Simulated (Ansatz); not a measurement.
# Si3GeO8: what a guessed cell relaxes into

Aim: relax a trial structure of Si3GeO8 and see where it ends.

Computed with Ansatz 0.2.0 (DFT PBE, scalar-relativistic, plane waves, PAW, unless a step's input says otherwise).

## 1. The starting structure

The structure is tetragonal, space group P-4m2 (No. 115). Conventional cell: a = 5.361 Å, b = 5.361 Å, c = 7.618 Å, α = 90.00°, β = 90.00°, γ = 90.00°. Around Si (site symmetry -4m2) lie 4 O at 1.62 Å. Si (site symmetry 2mm) has 4 O at 1.61 to 1.62 Å in its first shell of neighbours. Ge (site symmetry -4m2) has 4 O at 1.72 Å in its first shell of neighbours. Around O (site symmetry m) lie 2 Si at 1.62 Å. Around O (site symmetry m) lie 1 Si at 1.61 Å and 1 Ge at 1.72 Å.

Coordinates:

```xyz
12
Lattice="5.3609 0.0000 0.0000 0.0000 5.3609 0.0000 0.0000 0.0000 7.6176" Properties=species:S:1:pos:R:3 pbc="T T T"
Si    0.0000    0.0000    0.0000
Si    2.6805    0.0000    1.8246
Si    0.0000    2.6805    5.7929
Ge    2.6805    2.6805    3.8088
O     4.0178    0.0000    0.9081
O     1.3041    2.6805    4.8475
O     2.6805    1.3041    2.7700
O     0.0000    4.0178    6.7094
O     2.6805    4.0569    2.7700
O     0.0000    1.3431    6.7094
O     1.3431    0.0000    0.9081
O     4.0569    2.6805    4.8475
```

The start is the relaxed end of an invented cell (made as: elements ordered on the sites of the SiO2 type, Si/Ge on Si (P-4m2, No. 115)), taken up again for a closer look.

## 2. The guess as it stands, on a coarse mesh

File input.yaml:

```yaml
crystal:
  lattice:
    - [5.3609461, 0.0, 0.0]
    - [0.0, 5.3609461, 0.0]
    - [0.0, 0.0, 7.6175512]
  atoms:
    - { symbol: Si, position: [0.0, 0.0, 0.0] }
    - { symbol: Si, position: [0.5, 0.0, 0.239531] }
    - { symbol: Si, position: [0.0, 0.5, 0.760469] }
    - { symbol: Ge, position: [0.5, 0.5, 0.5] }
    - { symbol: O, position: [0.749464, 0.0, 0.119217] }
    - { symbol: O, position: [0.243252, 0.5, 0.63636] }
    - { symbol: O, position: [0.5, 0.243252, 0.36364] }
    - { symbol: O, position: [0.0, 0.749464, 0.880783] }
    - { symbol: O, position: [0.5, 0.756748, 0.36364] }
    - { symbol: O, position: [0.0, 0.250536, 0.880783] }
    - { symbol: O, position: [0.250536, 0.0, 0.119217] }
    - { symbol: O, position: [0.756748, 0.5, 0.63636] }
basis:
  ecutwfc: 420
kpoints:
  mp_grid: { grid: [4, 4, 2] }
hamiltonian:
  xc: pbe
scf:
  occupations: { method: gaussian, width: 0.1 }
  lower_state_search: "off"
output:
  forces: true
  stress: true
  eigenvalues: true
```

Command:

```console
> ansatz run input.yaml --threads 4 --pin off --max-ram 8192MiB --backend cpu --events-out ev --progress --plain --runs-dir out
```

Standard output (excerpt; [...] marks lines left out):

```text
Warning: RAYON_NUM_THREADS=4 ignored (pool sized by the plan → 4); use --threads N
[...]
Pseudopotentials: kind: paw
Pseudopotential: Si, paw, valence charge 4, recommended cutoff 420 eV (normal), Si.paw.azcp
Pseudopotential: Ge, paw, valence charge 14, recommended cutoff 420 eV (normal), Ge.paw.azcp
Pseudopotential: O, paw, valence charge 6, recommended cutoff 420 eV (normal), O.paw.azcp
Functional definition: PBE
[...]
Crystal: 12 atoms, lattice volume = 218.926 Å³
Basis set: ecut = 420 eV, 4241 PW (Γ), exchange–correlation on 72×72×108 points (8 copies of the dense FFT grid, shifted against one another)
Bands: 49, of which v1, the nominal top of the filled ones, is band 37 counted from 1 (36 counted from 0)
Symmetry: 8 space group operations
Space group: P-4m2 (ITA 115), of the structure as read, at distance tolerance 6.0e-5 Å
k-points: 12 of 32
[...]
SCF iter   1: F=—  HF=-10751.377945 eV  |F-HF|=—  |Δ(HF+E_count)|=         —  Δρ=1.98e-3  dr2=8.93e-3  ethr=1.77e-3  ⟨swp⟩=7.2  Hψ=2913  notcnv=0  defer=15
[...]
SCF iter   7: F=-10751.377910 eV  HF=-10751.377910 eV  |F-HF|=3.73e-8  |Δ(HF+E_count)|=   2.34e-8  Δρ=5.82e-6  dr2=4.87e-8  ethr=1.35e-10  ⟨swp⟩=11.4  Hψ=2640  notcnv=0
[...]
SCF converged after 7 iterations
Free energy (F): -10751.377910 eV
[...]
E sigma→0 (E₀):  -10751.377910 eV
Fermi energy:    2.352505 eV
[...]
--- Forces (eV/Å), atoms counted from 1 ---
  atom   1  Si     0.00000000    -0.00000000    -0.00000000
  atom   2  Si    -0.00000000     0.00000000    -0.00346378
  atom   3  Si    -0.00000000     0.00000000     0.00346378
  atom   4  Ge     0.00000000    -0.00000000    -0.00000000
  atom   5  O      0.00111726     0.00000000     0.00203398
  atom   6  O      0.00079598     0.00000000    -0.00142296
  atom   7  O     -0.00000000     0.00079598     0.00142296
  atom   8  O     -0.00000000     0.00111726    -0.00203398
[...]
--- Stress (GPa, compression-positive) ---
        0.006523      -0.000000       0.000000
       -0.000000       0.006523      -0.000000
        0.000000      -0.000000       0.019574
  P = ⅓ Tr σ = 0.0109 GPa (0.109 kbar)
--- Band table (eV; the first three rows and the last of 12) ---
[...]
```

Run time: 0.96 s. Hardware: 4 threads of AMD EPYC 9R45 (Zen 5), shared host; peak memory 0.59 GiB.

Read-out: pressure 0.0 GPa, largest force 0.00 eV/Å, gap on this mesh 4.61 eV. The relaxation goes to the converged mesh at once.

## 3. Relaxation on the finer mesh

input.yaml, as its differences from that of step 2:

```diff
@@ -21,3 +21,3 @@
 kpoints:
-  mp_grid: { grid: [4, 4, 2] }
+  mp_grid: { grid: [4, 4, 4] }
 hamiltonian:
@@ -25,4 +25,3 @@
 scf:
-  occupations: { method: gaussian, width: 0.1 }
-  lower_state_search: "off"
+  occupations: { method: gaussian, width: 0.02 }
 output:
@@ -31 +30,6 @@
   eigenvalues: true
+relax:
+  adjacent_minimum: "off"
+  f_tol: 0.01
+  max_steps: 80
+  cell: { stress_tol: 0.05 }
```

Command:

```console
> ansatz run input.yaml --threads 4 --pin off --max-ram 8192MiB --backend cpu --events-out ev --progress --plain --runs-dir out
```

Standard output (excerpt; [...] marks lines left out):

```text
Warning: RAYON_NUM_THREADS=4 ignored (pool sized by the plan → 4); use --threads N
[...]
[... 5 set-up lines as earlier in the session ...]
[...]
Crystal: 12 atoms, lattice volume = 218.926 Å³
Basis set: ecut = 420 eV, 4241 PW (Γ), exchange–correlation on 72×72×108 points (8 copies of the dense FFT grid, shifted against one another)
Bands: 49, of which v1, the nominal top of the filled ones, is band 37 counted from 1 (36 counted from 0)
[... 2 set-up lines as earlier in the session ...]
k-points: 18 of 64 (time reversal used)
[...]
  cell:  # Å, volume = 218.9265 Å³
    - [5.3609461, 0.0, 0.0]
    - [0.0, 5.3609461, 0.0]
    - [0.0, 0.0, 7.6175512]
  atoms:
    - { symbol: Si, position: [0.0, 0.0, 0.0] }
    - { symbol: Si, position: [0.49999999999999994, 0.0, 0.239531] }
    - { symbol: Si, position: [0.0, 0.49999999999999994, 0.7604690000000001] }
    - { symbol: Ge, position: [0.49999999999999994, 0.49999999999999994, 0.5] }
    - { symbol: O, position: [0.7494639999999999, 0.0, 0.119217] }
    - { symbol: O, position: [0.24325199999999997, 0.49999999999999994, 0.63636] }
    - { symbol: O, position: [0.49999999999999994, 0.24325199999999997, 0.36364] }
    - { symbol: O, position: [0.0, 0.7494639999999999, 0.880783] }
    - { symbol: O, position: [0.49999999999999994, 0.7567479999999999, 0.36364] }
    - { symbol: O, position: [0.0, 0.2505359999999999, 0.880783] }
    - { symbol: O, position: [0.2505359999999999, 0.0, 0.119217] }
    - { symbol: O, position: [0.7567479999999999, 0.49999999999999994, 0.63636] }
```

Wall time 3.4 s (4 threads of AMD EPYC 9R45 (Zen 5), shared host); peak memory 0.7 GiB.

Step by step:

| step | E - E(step 1) (eV/cell) | largest force component (eV/Å) | pressure (GPa) | volume (Å³) |
| --- | --- | --- | --- | --- |
| 1 | 0.0000 | 0.0035 | 0.01 | 218.93 |
| 2 | 0.0000 | 0.0034 | 0.01 | 218.93 |

Step 1 is the start. Step 2 repeats the geometry before it on a plane-wave basis chosen anew for that cell, so its energy need not be comparable with the rows above.

|  | before | after | change |
| --- | --- | --- | --- |
| a (Å) | 5.361 | 5.361 | 0.0 % |
| b (Å) | 5.361 | 5.361 | 0.0 % |
| c (Å) | 7.618 | 7.618 | 0.0 % |
| volume (Å³/atom) | 18.24 | 18.24 | 0.0 % |
| shortest distance (Å) | 1.611 | 1.611 | 0.0 % |
| space group (0.01 Å) | P-4m2 | P-4m2 | same |

The run keeps the 8 symmetry operations of the start, so it could not have lowered the symmetry.

## 4. A further run, with the input changed

input.yaml, as its differences from that of step 3:

```diff
@@ -20,2 +20,3 @@
   ecutwfc: 420
+  ecutrho_ratio: 6
 kpoints:
@@ -23,3 +24,3 @@
 hamiltonian:
-  xc: pbe
+  xc: pbesol
 scf:
@@ -28,8 +29,4 @@
   forces: true
+  eigenvalues: true
   stress: true
-  eigenvalues: true
-relax:
-  adjacent_minimum: "off"
-  f_tol: 0.01
-  max_steps: 80
-  cell: { stress_tol: 0.05 }
+total_charge: 1
```

Command:

```console
> ansatz run input.yaml --threads 4 --pin off --max-ram 8192MiB --backend cpu --events-out ev --progress --plain --runs-dir out
```

Standard output (excerpt; [...] marks lines left out):

```text
Warning: RAYON_NUM_THREADS=4 ignored (pool sized by the plan → 4); use --threads N
[...]
[... 4 set-up lines as earlier in the session ...]
Functional definition: PBEsol
[...]
Crystal: 12 atoms, lattice volume = 218.926 Å³
Basis set: ecut = 420 eV, 4241 PW (Γ), exchange–correlation on 90×90×128 points (8 copies of the dense FFT grid, shifted against one another)
Bands: 49, of which v1, the nominal top of the filled ones, is band 37 counted from 1 (36 counted from 0)
[... 2 set-up lines as earlier in the session ...]
k-points: 18 of 64 (time reversal used)
[...]
SCF converged after 9 iterations
Free energy (F): -10613.933639 eV
[...]
E sigma→0 (E₀):  -10613.932463 eV
Entropy (-TS):   -0.002353 eV (-0.196 meV/atom)
Fermi energy:    -0.609544 eV
[...]
--- Forces (eV/Å), atoms counted from 1 ---
  atom   1  Si     0.00000000    -0.00000000    -0.00000000
  atom   2  Si    -0.00000000     0.00000000    -0.04192153
  atom   3  Si    -0.00000000     0.00000000     0.04192153
  atom   4  Ge     0.00000000    -0.00000000    -0.00000000
  atom   5  O      0.01286331     0.00000000    -0.01768028
  atom   6  O      0.02639166     0.00000000    -0.02722762
  atom   7  O     -0.00000000     0.02639166     0.02722762
  atom   8  O     -0.00000000     0.01286331     0.01768028
[...]
--- Stress (GPa, compression-positive) ---
       -0.941515      -0.000000      -0.000000
       -0.000000      -0.941515       0.000000
       -0.000000       0.000000      -0.705240
  P = ⅓ Tr σ = -0.8628 GPa (-8.628 kbar)
--- Band table (eV; the first three rows and the last of 18) ---
[...]
```

Wall time 1.8 s (4 threads of AMD EPYC 9R45 (Zen 5), shared host); peak memory 0.73 GiB.

## 5. Can this result be trusted?

The run converged and reported no error. Convergence says nothing about whether the input makes sense.

In the input, total_charge is 1. The typed charge changes the electron count, so this is no longer the system that was meant.

To undo it: delete total_charge (the default then holds).

```tsv
run	ending	energy change	pressure (GPa)	gap (eV)	force (eV/Å)	cycles	time
step 3	converged	-	0.0	4.61	0.00	-	3.4 s
altered	converged	not comparable	-0.9	0.00	0.04	9	1.8 s
```

Total energies don't compare across a change of functional and charge; the pressure goes from 0.0 to -0.9 GPa, the Fermi level moves into a band, so no gap parts filled from empty levels (it was 4.61 eV) and the largest force goes from 0.00 to 0.04 eV/Å. The numerical grids changed too.

## 6. Summary of results

| quantity | value |
| --- | --- |
| symmetry at the end (tolerance 0.02 Å) | space group P-4m2 (No. 115) |
| conventional cell | a = 5.361 Å, b = 5.361 Å, c = 7.618 Å, α = 90.00°, β = 90.00°, γ = 90.00° |
| volume | 18.24 Å³/atom |
| energy over the elements (uncorrected; H, N, O, F and Cl as molecules) | -2.44 eV/atom |
| gap on the mesh | 4.61 eV |

The space group P-4m2 (No. 115) is kept, at nearly the size of the first guess. A negative formation energy is needed for stability but isn't enough; other structures and compounds were not set against it here. No finished test with a distortion of lower symmetry is shown, so the end may be a saddle point.

In a charged cell the pressure and stress hold a term of the neutralising background, so they aren't those of the solid.
